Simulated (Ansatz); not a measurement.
Run this with the Ansatz DFT code, driven from Python and show what comes out.

The script reads `ch2bri.xyz`:
```text
5

Br   -1.73100   -0.16380    0.42670
C     0.05890    0.08740   -0.18540
I     1.30470   -0.78120    1.20720
H     0.29770    1.17570   -0.30470
H     0.11960   -0.39180   -1.18510
```

`freq.py`:
```python
"""Harmonic frequencies of CH2BrI at its relaxed geometry."""

from dataclasses import dataclass
import itertools

import ansatz as az
from ase.data import atomic_numbers, covalent_radii
import numpy as np


@dataclass(frozen=True)
class Options:
    basis_set: str = "def2-SVP"
    xc: str = "b3lyp"
    dispersion: str = "d3bj"


opts = Options()


def main() -> None:
    mol = az.Crystal.molecule_from_extxyz("ch2bri.xyz")

    model = mol.calculation().basis(gaussian=opts.basis_set).functional(opts.xc, dispersion=opts.dispersion)
    symbols = [site.symbol for site in mol.cartesian_sites]
    start = np.array([site.position_ang for site in mol.cartesian_sites], dtype=float)
    summary = model.relax(force_tolerance=0.003).run(threads=1).report
    end = np.array(summary["positions_ang"])

    # pairs closer than 1.2 times the sum of covalent radii, before or after
    radius = [covalent_radii[atomic_numbers[s]] for s in symbols]
    span = lambda where, i, j: np.linalg.norm(where[i] - where[j])
    bonded = [(i, j) for i, j in itertools.combinations(range(len(symbols)), 2) if min(span(start, i, j), span(end, i, j)) < 1.2 * (radius[i] + radius[j])]
    print("pair        before    after (A)")
    for i, j in bonded:
        print(f"{symbols[i]}{i}-{symbols[j]}{j}".ljust(10), f"{span(start, i, j):8.4f} {span(end, i, j):8.4f}")

    # frequencies need a stationary point, so they are taken at the relaxed geometry
    minimum = az.Crystal.molecule()
    for symbol, place in zip(symbols, end):
        minimum = minimum.atom(symbol, place.tolist())
    vibrating = (
        minimum.calculation()
        .basis(gaussian=opts.basis_set)
        .functional(opts.xc, dispersion=opts.dispersion)
        .phonons(temperatures=(298.15, 498.15, 100))
    )
    vib = vibrating.run(threads=1).report["vibrations"]
    sums = vib["harmonic_sums"]
    modes = [m["omega_inv_cm"] for m in sums["modes_at_gamma"] if m["rigid_motion"] == "no"]
    for number, w in enumerate(modes, start=1):
        print(f"mode {number:2d} {w:9.1f} 1/cm {w / 8065.544 * 1000:8.2f} meV")
    print("imaginary modes:", sum(w < 0 for w in modes), " zero-point energy:", round(sums["zero_point_energy_ev"], 4), "eV")
    print("T (K)   F_vib (eV)   S_vib (meV/K)   C_vib (meV/K)")
    for row in zip(sums["temperatures_k"], sums["vibrational_free_energy_ev"], vib["entropy_ev_per_k"], vib["heat_capacity_ev_per_k"]):
        print(f"{row[0]:6.1f} {row[1]:11.4f} {1000 * row[2]:13.4f} {1000 * row[3]:15.4f}")


if __name__ == "__main__":
    main()
```

```console
$ python freq.py
pair        before    after (A)
Br0-C1       1.9083   1.9362
C1-I2        2.0605   2.1698
C1-H3        1.1206   1.0934
C1-H4        1.1103   1.0934
mode  1     141.9 1/cm    17.59 meV
mode  2     507.5 1/cm    62.92 meV
mode  3     616.8 1/cm    76.48 meV
mode  4     754.8 1/cm    93.58 meV
mode  5    1076.3 1/cm   133.45 meV
mode  6    1164.9 1/cm   144.43 meV
mode  7    1402.2 1/cm   173.85 meV
mode  8    3133.9 1/cm   388.56 meV
mode  9    3232.7 1/cm   400.80 meV
imaginary modes: 0  zero-point energy: 0.7458 eV
T (K)   F_vib (eV)   S_vib (meV/K)   C_vib (meV/K)
 298.1      0.7232        0.1831          0.2387
 398.1      0.7008        0.2639          0.3213
 498.1      0.6705        0.3432          0.3866
```

What to keep in mind:
- These settings explore the input space; basis and method may be short of convergence.
- The frequencies are harmonic and unscaled, in a modest basis. The result belongs to the one conformer reached from this start, and soft torsions count as harmonic oscillators.
- def2 sets replace the cores of elements past krypton by effective core potentials.
- b3lyp holds the VWN-RPA fit, as in Gaussian; the form of ORCA and Turbomole is b3lyp5.
- It ran for 110 s on 1 thread of Arm Neoverse V1, on a shared host, peak memory 0.27 GiB.

(Lines on the test bed's own set-up are left out of the output.)
